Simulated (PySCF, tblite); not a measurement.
**C₄H₈ClFSi₂: geometry, infrared bands and NMR shifts**

Wanted: the infrared bands and NMR shifts of C₄H₈ClFSi₂ (`C=C[Si@@]1(Cl)C[SiH2][C@@H]1F`), by calculation.

Programs: tblite 0.8.0 and PySCF 2.14.0, with density-fitted response routines of our own. Each step states its level of theory. These are calculated values for one molecule in the gas phase, unless marked as measured. Atoms are numbered from 0 throughout.

## Step 1: The starting structure

16 atoms, charge 0, multiplicity 1; geometry from: force field or distance geometry start.

Bonds of the start (Å): C0–C1 1.36, C1–Si2 1.84, Si2–Cl3 2.06, Si2–C4 1.88, C4–Si5 1.86, Si5–C6 1.89, C6–F7 1.40, C6–Si2 1.86, C0–H8 1.10, C0–H9 1.08, C1–H10 1.09, C4–H11 1.08, C4–H12 1.12, Si5–H13 1.47, Si5–H14 1.47, C6–H15 1.08.

## Step 2: Relaxing the molecule with GFN2-xTB

Job settings and geometry (Å):

```
{"job": {"kind": "relax", "xc": "GFN2-xTB", "basis": "xTB"}, "charge": 0, "multiplicity": 1}
C      2.966700    -0.287900    -0.328200
C      1.717900    -0.100700    -0.842100
Si     0.293900    -0.124200     0.318900
Cl     0.819700    -0.460600     2.286200
C     -0.786200     1.393800     0.067400
Si    -2.248500     0.290000     0.387600
C     -1.168300    -1.138000    -0.208000
F     -1.377600    -2.261400     0.598900
H      3.813000    -0.275800    -1.030400
H      3.072200    -0.433700     0.732100
H      1.569900     0.046200    -1.908900
H     -0.580800     2.147400     0.818200
H     -0.768500     1.773600    -0.988600
H     -3.417900     0.557600    -0.469000
H     -2.596600     0.187400     1.815600
H     -1.316700    -1.304700    -1.261000
```

The run is started by

```
$ OMP_NUM_THREADS=1 python probes_run.py task.json out
```

One launch serves the whole session: the jobs run in the order shown.

**Question.** This job is followed by: GFN2-xTB harmonic vibrations, gas phase; GIAO PBE0/pcSseg-1 NMR shielding, non-relativistic, gas phase. What will the session give for the following? strongest single infrared mode (GFN2-xTB); zero-point energy (GFN2-xTB); 13C shifts against TMS (PBE0/pcSseg-1); 1H shifts against TMS (PBE0/pcSseg-1); 29Si shifts against TMS (PBE0/pcSseg-1); 35Cl shifts against HCl (PBE0/pcSseg-1); 19F shifts against CFCl3 (PBE0/pcSseg-1).

The runs gave:

| quantity | value |
| --- | --- |
| strongest single infrared mode (GFN2-xTB) | 2268 cm⁻¹, 397 km/mol |
| zero-point energy (GFN2-xTB) | 65.9 kcal/mol |
| 13C shifts against TMS (PBE0/pcSseg-1) | 144.0, 141.2, 96.8, 4.3 ppm |
| 1H shifts against TMS (PBE0/pcSseg-1) | 6.56, 6.45, 6.24, 5.80, 4.84, 4.75, 0.93, 0.64 ppm |
| 29Si shifts against TMS (PBE0/pcSseg-1) | 20.1, -39.3 ppm |
| 35Cl shifts against HCl (PBE0/pcSseg-1) | -25 ppm |
| 19F shifts against CFCl3 (PBE0/pcSseg-1) | -283.9 ppm |

In words: Relaxing lowered the energy by 0.694 eV in 104 steps; the close pair that moved most is Si2–C6, from 1.856 to 1.946 Å. No mode is imaginary among the 42: a minimum at this level. The strongest single mode, at 2268 cm⁻¹, moves mainly H13. Unscaled tight-binding wavenumbers are off by several per cent, some by more. Its intensities can rank the bands wrongly. The most deshielded carbon is C0 (terminal =CH2 carbon), at 144.0 ppm: the olefinic region. At PBE0/pcSseg-1: Shielding is most anisotropic at C0 (span 254 ppm, paramagnetic term -209 ppm).
